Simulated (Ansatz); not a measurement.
# EuFe4As12 (Im-3): seeking the equilibrium cell

Where does the pressure of EuFe4As12 (Im-3) vanish?

Computed with Ansatz 0.2.0 (DFT r²SCAN and PBE (the runs whose input is shown use PBE), scalar-relativistic, plane waves, PAW).

### 1 The starting structure

The structure is cubic, space group Im-3 (No. 204). Conventional cell: a = 8.337 Å, b = 8.337 Å, c = 8.337 Å, α = 90.00°, β = 90.00°, γ = 90.00°. Eu (site symmetry m-3) has 12 As at 3.14 Å and 8 Fe at 3.61 Å as nearest neighbours. Around Fe (site symmetry -3) lie 6 As at 2.36 Å. As (site symmetry m) is surrounded by 2 Fe at 2.36 Å and 2 As at 2.58 to 2.61 Å and 1 Eu at 3.14 Å.

Structure file:

```xyz
17
Lattice="-4.1687 4.1687 4.1687 4.1687 -4.1687 4.1687 4.1687 4.1687 -4.1687" Properties=species:S:1:pos:R:3 pbc="T T T"
Eu    0.0000    0.0000    0.0000
Fe   -2.0844    2.0844    2.0844
Fe    2.0844   -2.0844    2.0844
Fe    2.0844    2.0844   -2.0844
Fe    2.0844    2.0844    2.0844
As    4.1687    2.8767    1.3058
As    0.0000    1.2920    2.8629
As    0.0000    1.2920    5.4745
As    4.1687    2.8767   -1.3058
As   -1.3058    4.1687    2.8767
As    5.4745    0.0000    1.2920
As    2.8629    0.0000    1.2920
As    1.3058    4.1687    2.8767
As    1.2920    5.4745    0.0000
As    2.8767   -1.3058    4.1687
As    1.2920    2.8629    0.0000
As    2.8767    1.3058    4.1687
```

The moments start at Eu 7.00; Fe 2.50 μB.

### 2 First run, at the start cell

The input, input.yaml:

```yaml
crystal:
  lattice:
    - [-4.1687, 4.1687, 4.1687]
    - [4.1687, -4.1687, 4.1687]
    - [4.1687, 4.1687, -4.1687]
  atoms:
    - { symbol: Eu, position: [0.0, 0.0, 0.0], spin: 7.0 }
    - { symbol: Fe, position: [0.5, 0.0, 0.0], spin: 2.5 }
    - { symbol: Fe, position: [0.0, 0.5, 0.0], spin: 2.5 }
    - { symbol: Fe, position: [0.0, 0.0, 0.5], spin: 2.5 }
    - { symbol: Fe, position: [0.5, 0.5, 0.5], spin: 2.5 }
    - { symbol: As, position: [0.50165588, 0.6566206, 0.84503528] }
    - { symbol: As, position: [0.49834412, 0.3433794, 0.15496472] }
    - { symbol: As, position: [0.81158532, 0.6566206, 0.15496472] }
    - { symbol: As, position: [0.18841468, 0.3433794, 0.84503528] }
    - { symbol: As, position: [0.84503528, 0.18841468, 0.3433794] }
    - { symbol: As, position: [0.15496472, 0.81158532, 0.6566206] }
    - { symbol: As, position: [0.15496472, 0.49834412, 0.3433794] }
    - { symbol: As, position: [0.84503528, 0.50165588, 0.6566206] }
    - { symbol: As, position: [0.6566206, 0.15496472, 0.81158532] }
    - { symbol: As, position: [0.3433794, 0.84503528, 0.18841468] }
    - { symbol: As, position: [0.3433794, 0.15496472, 0.49834412] }
    - { symbol: As, position: [0.6566206, 0.84503528, 0.50165588] }
basis:
  ecutwfc: 420
  ecutrho_ratio: 4
kpoints:
  mp_grid: { grid: [4, 4, 4] }
hamiltonian:
  xc: pbe
scf:
  occupations: { method: gaussian, width: 0.05 }
output:
  forces: true
  stress: true
  eigenvalues: true
  populations: true
magnetization:
  spin_polarized: true
relax:
  f_tol: 0.03
  max_steps: 60
  cell: { stress_tol: 0.3 }
```

Command:

```
$ ansatz run input.yaml --threads 4 --pin off --max-ram 10240MiB --backend cpu --events-out ev --progress --plain --runs-dir out
```

After this run come: Another level, run 2; A new volume, run 3; Volume adjusted, run 4.

What does the calculation give? Wanted: volume; pressure; conventional cell; gap on the mesh; moments in the spheres.

**Answer**, as computed:

| quantity | value |
| --- | --- |
| volume | 16.840 Å³/atom |
| pressure | 0.01 GPa |
| conventional cell | a = 8.304 Å, b = 8.304 Å, c = 8.304 Å, α = 90.00°, β = 90.00°, γ = 90.00° |
| gap on the mesh | none (metal) |
| moments in the spheres | Eu 6.76; Fe -0.59 μB |

The volume went from 17.05 to 16.84 Å³/atom (-1.2 %), where 0.01 GPa is left. Only the order of the starting moments is followed; others weren't tried in this session. No U acts on the 4f shell, so its levels can lie too near the Fermi level. Spin–orbit coupling is left out, though the cell holds Eu; it splits the 4f levels.
